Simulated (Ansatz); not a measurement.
# GdO (F-43m) in Ansatz: a series of runs

One crystal, GdO, is run at these levels: PBE; tasks: single point.

Everything below comes from runs of Ansatz 0.2.0. Logs are shortened: lines on timing, memory, paths and dates and some standing lists are left out, and cuts for length are marked.

## 1. The structure

It takes space group F-43m (No. 216, cubic). The conventional cell has a = 5.400 Å, b = 5.400 Å, c = 5.400 Å, α = 90.00°, β = 90.00°, γ = 90.00°. Gd (site symmetry -43m) has 4 O at 2.34 Å as nearest neighbours. O (site symmetry -43m) is surrounded by 4 Gd at 2.34 Å.

## 2. Single point, PBE, collinear spin, program default start

File input.yaml:

```yaml
crystal:
  lattice:
    - [0.0, 2.7, 2.7]
    - [2.7, 0.0, 2.7]
    - [2.7, 2.7, 0.0]
  atoms:
    - { symbol: Gd, position: [0.0, 0.0, 0.0] }
    - { symbol: O, position: [0.75, 0.75, 0.75] }
hamiltonian:
  xc: pbe
  pseudopotentials: { kind: paw }
magnetization:
  spin_polarized: true
  initial_magnetization: 0.0
  spin_locking: { lock_magnetization: hard }
kpoints:
  mp_grid: { grid: [7, 7, 7] }
scf:
  occupations: { method: fermi_dirac, width: 0.05 }
  lower_state_search: "off"
output:
  forces: true
  stress: true
  eigenvalues: true
```

Potentials or basis: Ansatz PAW.

Launch:

```bash
ansatz run input.yaml --threads 2 --pin off --max-ram 5632MiB --backend cpu --events-out ev --progress --plain --runs-dir out
```

Log:

```text
Warning: output.stress: scf.convergence.dr2_threshold = 1e-7 eV (the SCF's general default) is looser than the 2e-10 eV advised for a printed stress (1e-10 eV for each atom of the cell: 2). What an SCF threshold leaves in a stress goes as its square root, and in the free energy as the threshold itself, and one threshold admits the most on a small cell: of the crystals measured, under no hybrid functional and no lock of the moments, on runs that ended without the residual-converged pass, on stresses that held no estimate of that error, the worst erred by over 100 MPa in a component at 1e-7 eV an atom and by under 5 at 1e-10. Set scf.convergence.dr2_threshold to 2e-10 eV or tighter. The threshold is an SCF's pass mark: one that does not reach it within its budget of iterations ends unconverged, or closes short of it on a stop that the run arms, and scf.convergence.dr2_threshold's page says what that costs each kind of run
Warning: RAYON_NUM_THREADS=2 ignored (pool sized by the plan → 2); use --threads N
band count auto-derived: 19, from the close of a first SCF at 16 (N_el = 24.0; filled up to band 12; 16 by the electrons, moments and atoms)
Engine: ansatz 0.2.0, aarch64-unknown-linux-gnu
Pseudopotentials: kind: paw
Pseudopotential: Gd, paw, valence charge 18, recommended cutoff 420 eV (normal), Gd.paw.azcp
Pseudopotential: O, paw, valence charge 6, recommended cutoff 420 eV (normal), O.paw.azcp
Functional definition: PBE
  parameter kappa = 0.804
  parameter beta = 0.06672455060314922
  exchange = pbe_x(kappa = kappa, mu = beta*pi^2/3)
  correlation = pbe_c(beta = beta)
Crystal: 2 atoms, lattice volume = 39.366 Å³
Basis set: ecut = 420 eV, 749 PW (Γ), exchange–correlation on 54×54×54 points (8 copies of the dense FFT grid, shifted against one another)
Bands: 16, of which v1, the nominal top of the filled ones, is band 12 counted from 1 (11 counted from 0)
Symmetry: 24 space group operations
Space group: F-43m (ITA 216), of the structure as read, at distance tolerance 3.4e-5 Å
k-points: 20 of 343 (time reversal used)
Non-local potential: Gd, projectors of the file, l = 0: 3, l = 1: 2, l = 2: 2, l = 3: 3
Non-local potential: O, projectors of the file, l = 0: 2, l = 1: 2, l = 2: 1
PAW form: soft (Blöchl's): semilocal exchange-correlation on the pseudo side does not see the compensation charge
PAW one-centre angular grid: Gd, 590 points (default); XC on 64 Gauss nodes
PAW one-centre angular grid: O, 110 points (default); XC on 64 Gauss nodes
Initial density: superposition of atomic densities (chi_scale 0.1, normalization cell, long waves kept (reshape's long-wave potential 0.00 eV rms))
Initial wavefunctions: pseudopotential atomic-orbital guess
Functional: x = pbe(κ = 0.804, μ = 0.2195149727645171), c = pbe(β = 0.06672455060314922)
SCF iter   1: F=—  HF=-9898.749704 eV  |F-HF|=—  |Δ(HF+E_count)|=         —  Δρ=1.67e-1 (↑1.67e-1 ↓1.67e-1)  dr2=4.89e1  dr2_m=0.00e0  M=0.000 μB ∫|m|=0.000 μB  β_m=0.30  ethr=3.10e-3  ⟨swp⟩=4.9  Hψ=1391  notcnv=0
preconditioner: auto → Kerker (q_TF=auto, 2.512 Å⁻¹)  [metal: Δε(μ)=0.007 eV  Ē_g=7.909 eV  σ=0.050 eV  W_gap=0.03  n_scr=14 (ndim 8)  ℏωp=27.8 eV  f_vac=0.000  D(μ)=27.78/eV (n_scr^D=940)]
spin=Collinear: Kerker preconditioning applied to the charge; magnetization (m = ρ↑ − ρ↓) channel mixes plain (no charge-response kernel on spin).
SCF iter   2: F=—  HF=-9903.284585 eV  |F-HF|=—  |Δ(HF+E_count)|=    4.53e0  Δρ=2.65e-1 (↑2.65e-1 ↓2.65e-1)  dr2=9.38e1  dr2_m=0.00e0  M=0.000 μB ∫|m|=0.000 μB  β_m=0.21  ethr=3.10e-3  ⟨swp⟩=5.2  Hψ=1087  notcnv=0  recentre
SCF iter   3: F=—  HF=-9895.926997 eV  |F-HF|=—  |Δ(HF+E_count)|=    7.36e0  Δρ=3.09e-2 (↑3.09e-2 ↓3.09e-2)  dr2=2.22e0  dr2_m=0.00e0  M=0.000 μB ∫|m|=0.000 μB  β_m=0.19  ethr=3.10e-3  ⟨swp⟩=4.5  Hψ=1123  notcnv=0
SCF iter   4: F=—  HF=-9895.785469 eV  |F-HF|=—  |Δ(HF+E_count)|=   1.42e-1  Δρ=2.40e-2 (↑2.40e-2 ↓2.40e-2)  dr2=1.42e0  dr2_m=0.00e0  M=0.000 μB ∫|m|=0.000 μB  β_m=0.35  ethr=3.10e-3  ⟨swp⟩=1.1  Hψ=482  notcnv=0
[... 54 lines left out ...]
spin=Collinear: Kerker preconditioning applied to the charge; magnetization (m = ρ↑ − ρ↓) channel mixes plain (no charge-response kernel on spin).
SCF iter   2: F=-9895.556479 eV  HF=-9895.556479 eV  |F-HF|=2.48e-8  |Δ(HF+E_count)|=   1.51e-8  Δρ=5.64e-6 (↑5.64e-6 ↓5.64e-6)  dr2=4.51e-8  dr2_m=0.00e0  M=0.000 μB ∫|m|=0.000 μB  ethr=2.42e-10  ⟨swp⟩=6.7  Hψ=1669  notcnv=0
SCF 2 converged in 2 iterations: F = -9895.556479 eV  dr2 = 4.51e-8
SCF converged after 16 iterations (14 of them on 16 bands)
Stability checked in part: among states of this total moment the steps of a preliminary SCF of the run did not find this state unstable. No probe was made; neither looks for a lower state of another moment (fixed_total_moment; see scf.lower_state_search)
Magnetization: 0.0000 μB (12.0000 up, 12.0000 down)
Absolute magnetization: 0.0000 μB (∫|ρ↑−ρ↓|)
Spin contamination: 0.0000 ħ² per cell (⟨S²⟩ above its minimum at these occupations)
Per-site moments (μB) at R_I (Å): [(0.0, 0.9645357934649184), (0.0, 0.9645357934649184)]
Free energy (F): -9895.556479 eV
Harris-Foulkes:  -9895.556479 eV  (|F-HF|=2.48e-8)
Internal energy: -9895.281822 eV  (E = F + TS)
E sigma→0 (E₀):  -9895.419150 eV
Entropy (-TS):   -0.274657 eV (-137.328 meV/atom)
Fermi energy:    11.834643 (↑ 11.834643, ↓ 11.834643) eV
--- Per-component energies (eV) ---
  E_band       = 11.048818
  E_kinetic    = 572.596362
  E_local      = -2527.017523  (includes V_loc(G=0)·N_el)
  E_nonlocal   = 359.617381
  E_hartree    = 1048.770864
  E_xc         = -303.460044
  E_vxc        = -342.549864  (∫ρ·V_xc dr)
  E_paw        = -6614.159791  (= ΣΔE_a)
  E_vpaw       = -149.150167  (= ΣTr[D̂ρ^β])
  E_aug_tail   = 0.002417  (compensation charges beyond the density's cutoff)
  E_ewald      = -2431.631488
  E_smearing   = -0.274657  (= −TS)
  E_closure    = 0.000000  (closes the sum)
  Σ components = -9895.556479   (vs F -9895.556479, Δ=0.00e0)
--- Forces (eV/Å), atoms counted from 1 ---
  atom   1  Gd    -0.00000000     0.00000000    -0.00000000
  atom   2  O      0.00000000    -0.00000000     0.00000000
  max |Σ_I F_I| component: 8.33e-17 eV/Å
--- Stress (GPa, compression-positive) ---
       -4.501611       0.000000      -0.000000
        0.000000      -4.501611       0.000000
       -0.000000       0.000000      -4.501611
  P = ⅓ Tr σ = -4.5016 GPa (-45.016 kbar)
--- Band table (eV; the first three rows and the last of 40) ---
  k-point 0 ↑: bands = ["-30.3911", "-8.2565", "-8.2565", "-8.2565", "-7.0939", "6.7527", "6.7527", "6.7527", "10.2310", "11.7682", "11.7682", "11.7682", "11.9454", "11.9454", "11.9454", "12.2198", "16.0054", "16.0054", "17.8455"]
  k-point 1 ↑: bands = ["-30.3818", "-8.7062", "-8.2753", "-8.2753", "-6.6798", "6.6600", "6.8338", "6.8338", "10.7069", "11.7479", "11.7742", "11.7742", "11.9426", "11.9426", "11.9464", "12.4490", "15.6770", "15.6770", "17.4055"]
  k-point 2 ↑: bands = ["-30.3609", "-9.3210", "-8.3169", "-8.3169", "-6.1605", "6.7442", "7.0051", "7.0051", "11.2533", "11.7006", "11.7902", "11.7902", "11.9163", "11.9163", "11.9487", "13.2043", "15.4727", "15.4727", "16.6377"]
  k-point 19 ↓: bands = ["-30.3264", "-9.7892", "-8.6621", "-8.4848", "-5.4646", "6.8512", "7.2358", "7.7554", "11.6521", "11.7185", "11.7488", "11.7926", "11.8299", "11.9686", "12.0047", "12.6413", "13.9821", "16.4387", "18.1178"]
```

Wall time 2.6 s (2 threads of Arm Neoverse V1, shared host); peak memory 0.3 GiB.

What came out:

```
Free energy     : -9895.5565 eV
Pressure        : -4.5 GPa
Net moment      : 0.00 μB per cell
Absolute moment : 0.00 μB per cell
```

Caveat: the pressure holds a Pulay correction of +0.3 GPa for the finite cutoff; spin-orbit coupling is left out, which moves the levels of the heavy elements; the total moment is fixed, so each spin has its own Fermi level; without U or exact exchange the open f shell lies at the Fermi level, which spoils levels, moments and volumes; the thresholds are loose for stress. The state reached can hang on the start; a lower one may exist.

## 3. Single point, PBE, collinear spin, ferromagnetic start

input.yaml, as its differences from that of step 2:

```diff
@@ -6,3 +6,3 @@
   atoms:
-    - { symbol: Gd, position: [0.0, 0.0, 0.0] }
+    - { symbol: Gd, position: [0.0, 0.0, 0.0], spin: 1.8 }
     - { symbol: O, position: [0.75, 0.75, 0.75] }
@@ -13,3 +13,3 @@
   spin_polarized: true
-  initial_magnetization: 0.0
+  initial_magnetization: 1.8
   spin_locking: { lock_magnetization: hard }
```

Potentials or basis: Ansatz PAW.

Launch:

```bash
ansatz run input.yaml --threads 2 --pin off --max-ram 5632MiB --backend cpu --events-out ev --progress --plain --runs-dir out
```

Log:

```text
Warning: output.stress: scf.convergence.dr2_threshold = 1e-7 eV (the SCF's general default) is looser than the 2e-10 eV advised for a printed stress (1e-10 eV for each atom of the cell: 2). What an SCF threshold leaves in a stress goes as its square root, and in the free energy as the threshold itself, and one threshold admits the most on a small cell: of the crystals measured, under no hybrid functional and no lock of the moments, on runs that ended without the residual-converged pass, on stresses that held no estimate of that error, the worst erred by over 100 MPa in a component at 1e-7 eV an atom and by under 5 at 1e-10. Set scf.convergence.dr2_threshold to 2e-10 eV or tighter. The threshold is an SCF's pass mark: one that does not reach it within its budget of iterations ends unconverged, or closes short of it on a stop that the run arms, and scf.convergence.dr2_threshold's page says what that costs each kind of run
Warning: RAYON_NUM_THREADS=2 ignored (pool sized by the plan → 2); use --threads N
band count auto-derived: 19, from the close of a first SCF at 17 (N_el = 24.0; filled up to band 13; 17 by the electrons, moments and atoms)
[... 3 set-up lines as earlier in the session ...]
[... 120 lines left out ...]
--- Stress (GPa, compression-positive) ---
       -1.815982       0.000000      -0.000000
       -0.000000      -1.815982       0.000000
       -0.000000       0.000000      -1.815982
  P = ⅓ Tr σ = -1.8160 GPa (-18.160 kbar)
--- Band table (eV; the first three rows and the last of 40) ---
  k-point 0 ↑: bands = ["-30.8488", "-8.5822", "-8.5822", "-8.5822", "-7.0313", "6.7926", "6.7926", "6.7926", "10.4457", "10.4457", "10.4457", "10.6607", "11.4551", "11.4551", "11.4551", "12.5431", "15.8940", "15.8940", "17.9107"]
  k-point 1 ↑: bands = ["-30.8401", "-8.9584", "-8.6000", "-8.6000", "-6.6862", "6.7230", "6.8702", "6.8702", "10.4382", "10.4382", "10.4465", "11.1078", "11.4501", "11.4720", "11.4720", "12.7668", "15.6047", "15.6047", "17.5152"]
  k-point 2 ↑: bands = ["-30.8204", "-9.5283", "-8.6396", "-8.6396", "-6.2002", "6.8212", "7.0350", "7.0350", "10.4142", "10.4142", "10.4484", "11.3565", "11.5019", "11.5019", "11.6880", "13.5424", "15.4262", "15.4262", "16.7874"]
  k-point 19 ↓: bands = ["-29.8781", "-9.5956", "-8.3916", "-8.2007", "-5.2885", "6.9139", "7.3103", "7.8544", "11.4721", "12.0077", "12.2347", "12.3876", "12.5615", "13.2872", "13.4721", "13.5113", "13.9923", "16.5008", "18.1777"]
```

It took 5.1 s on 2 threads of Arm Neoverse V1, shared host; peak memory 0.31 GiB.

Results:

- Free energy: -9897.3001 eV
- Pressure: -1.8 GPa
- Net moment: 1.80 μB per cell
- Absolute moment: 2.86 μB per cell
- Site moments: Gd +2.09; O +0.00 μB

Caveat: the pressure holds a Pulay correction of +0.3 GPa for the finite cutoff; spin-orbit coupling is left out, which moves the levels of the heavy elements; the total moment is fixed, so each spin has its own Fermi level; a cell with one magnetic atom can't hold antiferromagnetic order, which such compounds often take; without U or exact exchange the open f shell lies at the Fermi level, which spoils levels, moments and volumes; the thresholds are loose for stress.

## 4. Single point, PBE, collinear spin, ferromagnetic start

input.yaml, as its differences from that of step 3:

```diff
@@ -6,3 +6,3 @@
   atoms:
-    - { symbol: Gd, position: [0.0, 0.0, 0.0], spin: 1.8 }
+    - { symbol: Gd, position: [0.0, 0.0, 0.0], spin: 3.5 }
     - { symbol: O, position: [0.75, 0.75, 0.75] }
@@ -13,3 +13,3 @@
   spin_polarized: true
-  initial_magnetization: 1.8
+  initial_magnetization: 3.5
   spin_locking: { lock_magnetization: hard }
```

Potentials or basis: Ansatz PAW.

Launch:

```bash
ansatz run input.yaml --threads 2 --pin off --max-ram 5632MiB --backend cpu --events-out ev --progress --plain --runs-dir out
```

Log:

```text
Warning: output.stress: scf.convergence.dr2_threshold = 1e-7 eV (the SCF's general default) is looser than the 2e-10 eV advised for a printed stress (1e-10 eV for each atom of the cell: 2). What an SCF threshold leaves in a stress goes as its square root, and in the free energy as the threshold itself, and one threshold admits the most on a small cell: of the crystals measured, under no hybrid functional and no lock of the moments, on runs that ended without the residual-converged pass, on stresses that held no estimate of that error, the worst erred by over 100 MPa in a component at 1e-7 eV an atom and by under 5 at 1e-10. Set scf.convergence.dr2_threshold to 2e-10 eV or tighter. The threshold is an SCF's pass mark: one that does not reach it within its budget of iterations ends unconverged, or closes short of it on a stop that the run arms, and scf.convergence.dr2_threshold's page says what that costs each kind of run
Warning: RAYON_NUM_THREADS=2 ignored (pool sized by the plan → 2); use --threads N
band count auto-derived: 19, from the close of a first SCF at 18 (N_el = 24.0; filled up to band 14; 18 by the electrons, moments and atoms)
[... 9 set-up lines as earlier in the session ...]
Crystal: 2 atoms, lattice volume = 39.366 Å³
Basis set: ecut = 420 eV, 749 PW (Γ), exchange–correlation on 54×54×54 points (8 copies of the dense FFT grid, shifted against one another)
Bands: 18, of which v1, the nominal top of the filled ones, is band 12 counted from 1 (11 counted from 0)
[... 2 set-up lines as earlier in the session ...]
Magnetic group: BNS 216.74 (UNI 1576), of the structure as read, at distance tolerance 3.4e-5 Å
k-points: 20 of 343 (time reversal used)
[... 6 set-up lines as earlier in the session ...]
Starting moments: Σ|m| = 3.5 μB on 1 of 2 sites
[... 2 set-up lines as earlier in the session ...]
[... 66 lines left out ...]
SCF 2 converged in 2 iterations: F = -9898.811294 eV  dr2 = 2.05e-9
SCF converged after 19 iterations (17 of them on 18 bands)
Stability checked in part: among states of this total moment the steps of a preliminary SCF of the run did not find this state unstable. No probe was made; neither looks for a lower state of another moment (fixed_total_moment; see scf.lower_state_search)
Magnetization: 3.5000 μB (13.7500 up, 10.2500 down)
Absolute magnetization: 4.6243 μB (∫|ρ↑−ρ↓|, with the PAW one-centre terms)
Spin contamination: 1.5084 ħ² per cell (⟨S²⟩ above its minimum at these occupations)
Per-site moments (μB) at R_I (Å): [(3.9902550825387664, 0.9645357934649184), (-0.02428804448340377, 0.9645357934649184)]
Free energy (F): -9898.811294 eV
Harris-Foulkes:  -9898.811294 eV  (|F-HF|=2.53e-10)
Internal energy: -9898.733689 eV  (E = F + TS)
E sigma→0 (E₀):  -9898.772492 eV
Entropy (-TS):   -0.077605 eV (-38.802 meV/atom)
Fermi energy:    11.305367 (↑ 10.004675, ↓ 12.606059) eV
--- Per-component energies (eV) ---
  E_band       = -3.607102
  E_kinetic    = 574.332002
  E_local      = -2512.277934  (includes V_loc(G=0)·N_el)
  E_nonlocal   = 351.281516
  E_hartree    = 1036.639082
  E_xc         = -305.153677
  E_vxc        = -344.697499  (∫ρ·V_xc dr)
  E_paw        = -6611.925608  (= ΣΔE_a)
  E_vpaw       = -145.523298  (= ΣTr[D̂ρ^β])
  E_aug_tail   = 0.002417  (compensation charges beyond the density's cutoff)
  E_ewald      = -2431.631488
  E_smearing   = -0.077605  (= −TS)
  E_closure    = 0.000000  (closes the sum)
  Σ components = -9898.811294   (vs F -9898.811294, Δ=0.00e0)
--- Forces (eV/Å), atoms counted from 1 ---
  atom   1  Gd    -0.00000000     0.00000000     0.00000000
  atom   2  O      0.00000000    -0.00000000    -0.00000000
  max |Σ_I F_I| component: 1.48e-16 eV/Å
--- Stress (GPa, compression-positive) ---
       -1.843487      -0.000000      -0.000000
        0.000000      -1.843487       0.000000
       -0.000000       0.000000      -1.843487
  P = ⅓ Tr σ = -1.8435 GPa (-18.435 kbar)
--- Band table (eV; the first three rows and the last of 40) ---
  k-point 0 ↑: bands = ["-31.6753", "-9.2116", "-9.2116", "-9.2116", "-7.0406", "6.7419", "6.7419", "6.7419", "9.3427", "9.3427", "9.3427", "9.8898", "9.8898", "9.8898", "10.2972", "11.7879", "15.5970", "15.5970", "17.7920"]
  k-point 1 ↑: bands = ["-31.6674", "-9.5034", "-9.2279", "-9.2279", "-6.7742", "6.6857", "6.8150", "6.8150", "9.3392", "9.3392", "9.3434", "9.8590", "9.9029", "9.9029", "10.4822", "12.2860", "15.3425", "15.3425", "17.4178"]
  k-point 2 ↑: bands = ["-31.6495", "-9.9996", "-9.2642", "-9.2642", "-6.3479", "6.7900", "6.9714", "6.9714", "9.3288", "9.3288", "9.3450", "9.8102", "9.9189", "9.9189", "10.6590", "13.4101", "15.1925", "15.1925", "16.7306"]
  k-point 19 ↓: bands = ["-29.8898", "-9.6504", "-8.4499", "-8.2573", "-5.3281", "6.8757", "7.2741", "7.8158", "11.4411", "11.9801", "12.5733", "12.7842", "12.8453", "13.1486", "13.3352", "13.3772", "13.9921", "16.4701", "18.0608"]
```

Run time: 5.7 s. Hardware: 2 threads of Arm Neoverse V1, shared host; peak memory 0.31 GiB.

What came out:

- Free energy: -9898.8113 eV
- Pressure: -1.8 GPa
- Net moment: 3.50 μB per cell
- Absolute moment: 4.62 μB per cell
- Site moments: Gd +3.99; O -0.02 μB

Caveat: the pressure holds a Pulay correction of +0.3 GPa for the finite cutoff; spin-orbit coupling is left out, which moves the levels of the heavy elements; the total moment is fixed, so each spin has its own Fermi level; a cell with one magnetic atom can't hold antiferromagnetic order, which such compounds often take; without U or exact exchange the open f shell lies at the Fermi level, which spoils levels, moments and volumes; the thresholds are loose for stress. The state reached can hang on the start; a lower one may exist.

[end of part 1 of 2]
